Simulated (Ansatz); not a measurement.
# GeH6Si: the cost of one run

Method: PBE0-D4/def2-TZVP structures, single points in def2-TZVPP, no counterpoise correction; program: Ansatz 0.2.0, Gaussian basis.

Levels: SPW92, PBE-D4, BLYP-D4, r2SCAN-D4, B97M-V, PBE0-D4, B3LYP-D4, r2SCAN0-D4, BHLYP-D4, CAM-B3LYP-D4, wB97X-V, wB97M-V, B2PLYP, PBE-QIDH, RPA on PBE, Hartree-Fock, MP2, CCSD, CCSD(T).

Cores are frozen in the correlated methods. Filled d shells of the heavier atoms are correlated. B3LYP uses VWN-RPA correlation. B2PLYP carries no dispersion term here.

94 further runs of the same task are left out: 94 set aside as unsound or not needed.

## (1) The starting structure

The complex: 12 atoms, charge 0, spin multiplicity 1.

Atoms are counted from 1 here; the program's logs count them from 0.

Bond lengths: Ge1–Si2 2.379 Å, Ge1–H3 1.538 Å, Ge1–H4 1.539 Å, Ge1–H5 1.538 Å, Si2–H8 1.487 Å, Si2–H9 1.486 Å, Si2–H10 1.487 Å, H6–As7 1.522 Å, As7–H11 1.523 Å, As7–H12 1.522 Å. Angles: Si2–Ge1–H3 110.5°, Si2–Ge1–H4 111.3°, Si2–Ge1–H5 110.4°, H3–Ge1–H4 108.2°, H3–Ge1–H5 108.4°, H4–Ge1–H5 108.1°, Ge1–Si2–H8 109.5°, Ge1–Si2–H9 110.5°, Ge1–Si2–H10 110.2°, H8–Si2–H9 108.9°, H8–Si2–H10 108.8°, H9–Si2–H10 109.0°, H6–As7–H11 92.0°, H6–As7–H12 92.0°, H11–As7–H12 92.0°.

Coordinates:

```
Ge   -1.42090    0.40242    1.14008
Si    0.20750   -1.32530    0.99219
H    -2.81554   -0.14050    0.78634
H    -1.09781    1.55804    0.17697
H    -1.47036    0.97039    2.56838
H     0.13959    0.25846   -2.30185
As    1.01492    1.50012   -2.21354
H    -0.10565   -2.38887    1.98348
H     0.20993   -1.92264   -0.36847
H     1.56046   -0.78289    1.28407
H     2.08377    0.87524   -3.09977
H     1.69400    0.99564   -0.94817
```

Its parts: SiGeH6 holds atoms 1, 2, 3, 4, 5, 8, 9, 10; AsH3 holds atoms 6, 7, 11, 12. Each part counts its atoms afresh in its own runs.

## (2) Relaxing SiGeH6 alone

relax-a/in.yaml

```yaml
crystal:
  periodic: [false, false, false]
  atoms:
    - {symbol: Ge, position_ang: [-1.420903, 0.402424, 1.140076]}
    - {symbol: Si, position_ang: [0.207495, -1.325296, 0.992194]}
    - {symbol: H, position_ang: [-2.815540, -0.140499, 0.786337]}
    - {symbol: H, position_ang: [-1.097812, 1.558038, 0.176968]}
    - {symbol: H, position_ang: [-1.470363, 0.970392, 2.568379]}
    - {symbol: H, position_ang: [-0.105653, -2.388870, 1.983478]}
    - {symbol: H, position_ang: [0.209930, -1.922645, -0.368466]}
    - {symbol: H, position_ang: [1.560465, -0.782891, 1.284069]}
basis:
  gaussian: {orbitals: def2-TZVP}
hamiltonian: {xc: pbe0, dispersion: d4}
relax: {f_tol: 0.005, max_steps: 200}
```

On the command line:

```sh
$ ansatz run in.yaml --threads 8 --pin off --events-out ev --progress --plain --max-ram 19148MiB
```

**Question.** How long does this run take on 8 threads of Arm Neoverse V2, shared host?

About 3.9 s.
